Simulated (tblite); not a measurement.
# CClLiOS: the cost of one run

Computed with tblite 0.8.0 and PySCF 2.14.0; each step states its level. No surroundings beyond the atoms listed, unless a continuum is named. Atoms count from 0, parts from 1.

## 1. The system as given

5 atoms, charge 0, multiplicity 1; geometry: rigid parts in contact. Parts: 1 = atoms 0–1, `[Li][Cl]`, charge 0; 2 = atoms 2–4, `O=C=S`, charge 0.

## 2. Bringing the parts together with GFN2-xTB

What the job is given:

```
{"job": {"kind": "dock", "xc": "GFN2-xTB", "basis": "xTB"}, "charge": 0, "multiplicity": 1, "parts": [{"atoms": "0-1", "charge": 0, "multiplicity": 1}, {"atoms": "2-4", "charge": 0, "multiplicity": 1}]}
Li    -0.233512     0.949740    -0.024149
Cl     0.233512    -0.949740     0.024149
O     -0.932875     2.690608     1.574319
C     -1.980540     3.159130     1.452907
S     -3.377253     3.783751     1.291045
```

With the program's defaults for keys left out, this is: GFN2-xTB search for minima from random contacts, gas phase.

The run is started by

```
$ OMP_NUM_THREADS=1 python cluster_run.py task.json out
```

This one command runs all jobs of the session in turn.

Q: Estimate the wall time of this first job on 1 thread of Arm Neoverse V2, shared host.

About 5.3 s.
